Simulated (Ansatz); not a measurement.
# FH4OSi2: the cost of one run

All numbers are computed with Ansatz 0.2.0 through its Python package. Level of theory: B3LYP/cc-pVDZ.

## (1) The structure

Bond lengths: O1–Si2 1.634 Å, Si2–F3 1.599 Å, Si2–Si4 2.238 Å, O1–H5 0.980 Å, Si4–H6 1.519 Å, Si4–H7 1.509 Å, Si4–H8 1.489 Å. Angles: O1–Si2–F3 104.3°, O1–Si2–Si4 114.4°, F3–Si2–Si4 110.3°, Si2–O1–H5 117.7°, Si2–Si4–H6 113.3°, Si2–Si4–H7 112.6°, Si2–Si4–H8 111.9°, H6–Si4–H7 105.7°, H6–Si4–H8 106.2°, H7–Si4–H8 106.6°.

The script holds or builds the structure itself.

## (2) The script

scan_fh4osi2.py reads:

```python
"""Stretching a bond of FH4OSi2, the rest held rigid."""

from dataclasses import dataclass
import warnings

import ansatz as az
import numpy as np


@dataclass
class RunConfig:
    basis_set: str = "cc-pVDZ"
    xc: str = "b3lyp"


settings = RunConfig()

warnings.simplefilter("ignore", az.DeckWarning)

geometry_ang = [
    ("O", (1.5237, 1.2638, -0.6932)),
    ("Si", (1.121, -0.0649, 0.1678)),
    ("F", (1.5986, -1.287, -0.7468)),
    ("Si", (-1.0629, -0.2447, 0.6236)),
    ("H", (1.7962, 1.1361, -1.6255)),
    ("H", (-1.597, 0.8993, 1.468)),
    ("H", (-1.9149, -0.2655, -0.6219)),
    ("H", (-1.3726, -1.4941, 1.3722)),
]
geometry = az.Crystal.molecule()
for symbol, xyz in geometry_ang:
    geometry = geometry.atom(symbol, xyz)

symbols = [site.symbol for site in geometry.cartesian_sites]
start = np.array([site.position_ang for site in geometry.cartesian_sites])
axis = (start[0] - start[1]) / np.linalg.norm(start[0] - start[1])
moving = [0, 4]
lengths, energies = [1.39, 1.5, 1.63, 1.8, 2.04, 2.45, 2.94, 3.59], []
for length in lengths:
    xyz = start.copy()
    xyz[moving] += (length - np.linalg.norm(start[0] - start[1])) * axis
    point = az.Crystal.molecule()
    for symbol, xyz in zip(symbols, xyz):
        point = point.atom(symbol, xyz.tolist())
    calculation = (
        point.calculation()
        .basis(gaussian=settings.basis_set)
        .functional(settings.xc)
        .spin("collinear", total=1)
    )
    data = calculation.run().report
    energies.append(data["free_energy_ev"])
    print(f"r = {length:6.3f} A  E = {energies[-1]:.5f} eV  <S^2> = {abs(data['mean_field']['state']['spin_squared']):.3f}")

print("energy above the lowest point (eV):", [round(e - min(energies), 3) for e in energies])
```

## (3) What the engine is handed

The engine receives this input (first run):

```yaml
crystal:
  periodic: [false, false, false]
  atoms:
    - { symbol: O, position_ang: [1.4636318073166144, 1.0656062885065445, -0.5647701169595356] }
    - { symbol: Si, position_ang: [1.121, -0.0649, 0.1678] }
    - { symbol: F, position_ang: [1.5986, -1.287, -0.7468] }
    - { symbol: Si, position_ang: [-1.0629, -0.2447, 0.6236] }
    - { symbol: H, position_ang: [1.7361318073166143, 0.9379062885065447, -1.4970701169595355] }
    - { symbol: H, position_ang: [-1.597, 0.8993, 1.468] }
    - { symbol: H, position_ang: [-1.9149, -0.2655, -0.6219] }
    - { symbol: H, position_ang: [-1.3726, -1.4941, 1.3722] }
basis:
  gaussian:
    orbitals: cc-pVDZ
hamiltonian:
  xc: b3lyp
magnetization:
  spin_polarized: true
  initial_magnetization: 1.0
```

## (4) Launch

Run with:

```
python scan_fh4osi2.py
```

What time and memory should one allow on 1 thread of Intel Xeon 6975P-C (Granite Rapids), shared host?

About 31 s, with a peak of 0.31 GiB.
